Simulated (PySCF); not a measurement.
# DyH8N4 (Dy(NH2)4): the cost of one run

The runs use PySCF 2.14.0; several levels, as the steps say, no spin–orbit coupling.

1 further run of the same task is left out (for a known fault of the program).

### 1 The starting structure

13 atoms, charge 0, spin multiplicity 1.

Bond lengths: Dy1–N2 2.100 Å, Dy1–H4 2.794 Å, Dy1–N5 2.100 Å, Dy1–H6 2.794 Å, Dy1–N8 2.100 Å, Dy1–H9 2.794 Å, Dy1–N11 2.100 Å, Dy1–H13 2.794 Å, N2–H3 1.018 Å, N2–H4 1.019 Å, N5–H6 1.019 Å, N5–H7 1.018 Å, N8–H9 1.019 Å, N8–H10 1.018 Å, N11–H12 1.018 Å, N11–H13 1.019 Å. Angles: N2–Dy1–H4 17.7°, N2–Dy1–N5 110.0°, N2–Dy1–H6 106.0°, N2–Dy1–N8 108.5°, N2–Dy1–H9 94.7°, N2–Dy1–N11 110.0°, N2–Dy1–H13 126.5°, H4–Dy1–N5 126.5°, H4–Dy1–H6 123.7°, H4–Dy1–N8 94.7°, H4–Dy1–H9 83.7°, H4–Dy1–N11 106.0°, H4–Dy1–H13 123.7°, N5–Dy1–H6 17.7°, N5–Dy1–N8 110.0°, N5–Dy1–H9 106.0°, N5–Dy1–N11 108.5°, N5–Dy1–H13 94.7° and more.

Geometry (Å):

```xyz
13
charge 0, multiplicity 1
Dy    0.0000    0.0000    0.0000
N     1.2268    1.1636    1.2454
H     1.1526    1.3076    2.2499
H     2.0818    1.6170    0.9266
N    -1.2268   -1.2454    1.1635
H    -2.0819   -0.9266    1.6170
H    -1.1526   -2.2500    1.3076
N     1.2268   -1.1636   -1.2454
H     2.0818   -1.6170   -0.9266
H     1.1526   -1.3076   -2.2499
N    -1.2268    1.2454   -1.1635
H    -1.1526    2.2500   -1.3076
H    -2.0819    0.9266   -1.6170
```

Formal oxidation states: Dy +4. Each metal's 8 4f electrons lie in its core potential, so multiplicities, spins and levels count the valence alone. An earlier session relaxed this geometry at PBE0, Dy lcecp-2-SVP with ECP54, N def2-SVP, H def2-SVP (singlet, point group S4).

At PBE0 on the finer grid: E = -267.558378 Eh, frontier levels not given, since the 4f levels lie in the core, Mulliken charge on Dy1 +0.94 e, largest force component 0.002 eV/Å. 

Levels to run: B3LYP; BP86; PBE0, TZVP. Hardware: 2 threads of Arm Neoverse V2, shared host.

### 2 B3LYP

Contents of run.py (the lines that set the calculation):

```python
mol = gto.M(atom='''
Dy    -0.00001     0.00000     0.00000
N      1.22681     1.16355     1.24536
H      1.15265     1.30756     2.24994
H      2.08184     1.61703     0.92659
N     -1.22683    -1.24536     1.16354
H     -2.08188    -0.92657     1.61702
H     -1.15258    -2.24996     1.30761
N      1.22681    -1.16355    -1.24536
H      2.08184    -1.61703    -0.92659
H      1.15265    -1.30756    -2.24994
N     -1.22683     1.24536    -1.16354
H     -1.15258     2.24996    -1.30761
H     -2.08188     0.92657    -1.61702''',
    basis={'Dy': 'lcecp-2-SVP', 'N': 'def2-SVP', 'H': 'def2-SVP'},
    ecp={'Dy': 'lcecp-2-SVP'},
    charge=0, spin=0)
mf = dft.RKS(mol, xc='B3LYP')
mf.grids.atom_grid = (75, 302)  # f atoms: unpruned, at least (60, 302)
mf = mf.density_fit()  # fitting sets: Dy AutoAux, N def2-universal-JKFIT, H def2-universal-JKFIT
mf.conv_tol = 1e-08; mf.max_cycle = 55
mf.kernel(dm0)  # dm0: the density of the relaxed state
```

The run is started by

```
$ OMP_NUM_THREADS=2 python run.py
```

**Question.** How long does this run take on 2 threads of Arm Neoverse V2, shared host?

About 9.9 s.
